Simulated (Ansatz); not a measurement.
# YbH3: the cost of one run

Method: DFT PBE, scalar-relativistic, plane waves, PAW, in Ansatz 0.2.0.

1 further run of the same task is left out (it didn't finish).

## Step 1: The starting structure

The structure is cubic, space group Fm-3m (No. 225). Conventional cell: a = 5.083 Å, b = 5.083 Å, c = 5.083 Å, α = 90.00°, β = 90.00°, γ = 90.00°. Yb (site symmetry m-3m) has 8 H at 2.20 Å as nearest neighbours. H (site symmetry m-3m) is surrounded by 8 H at 2.20 Å. H (site symmetry -43m) is surrounded by 4 Yb at 2.20 Å and 4 H at 2.20 Å.

Structure file:

```
Yb H
1.0
     0.00000    2.54130    2.54130
     2.54130    0.00000    2.54130
     2.54130    2.54130    0.00000
Yb H
1 3
Direct
  0.00000 0.00000 0.00000
  0.50000 0.50000 0.50000
  0.25000 0.25000 0.25000
  0.75000 0.75000 0.75000
```

An earlier run at PBE left this cell at 8.206 Å³/atom and -0.05 GPa (10×10×10 mesh).

The changes: atom 4 (H) moved 0.08 Å along y; atom 4 (H) moved 0.08 Å along y; strain e3 = -0.01, atoms carried along; strain e6 = +0.03, atoms carried along; all atoms moved at random (σ = 0.1 Å), cell strained at random (1 %); all atoms moved at random (σ = 0.06 Å), cell strained at random (1 %).

## Step 2: Atom 4 (H) moved 0.08 Å along y

The input, input.yaml:

```yaml
crystal:
  lattice:
    - [0.0, 2.5413019424, 2.5413019424]
    - [2.5413019424, 0.0, 2.5413019424]
    - [2.5413019424, 2.5413019424, 0.0]
  atoms:
    - { symbol: Yb, position: [0.0, 0.0, 0.0] }
    - { symbol: H, position: [0.5, 0.5, 0.5] }
    - { symbol: H, position: [0.25, 0.25, 0.25] }
    - { symbol: H, position: [0.7657399636, 0.7342600364, 0.7657399636] }
basis:
  ecutwfc: 420
  ecutrho_ratio: 4
kpoints:
  mp_grid: { grid: [10, 10, 10] }
hamiltonian:
  xc: pbe
scf:
  occupations: { method: gaussian, width: 0.05 }
output:
  forces: true
  stress: true
  eigenvalues: true
  write_density: true
  write_potential: true
  elf: true
  volumetric_format: npy
```

The run is started by

```
> ansatz run input.yaml --threads 2 --pin off --max-ram 2662MiB --backend cpu --events-out ev --progress --plain --runs-dir out
```

What time and memory should one allow on 2 threads of AMD EPYC 9R45 (Zen 5), shared host?

About 3.1 s, with a peak of 0.43 GiB.
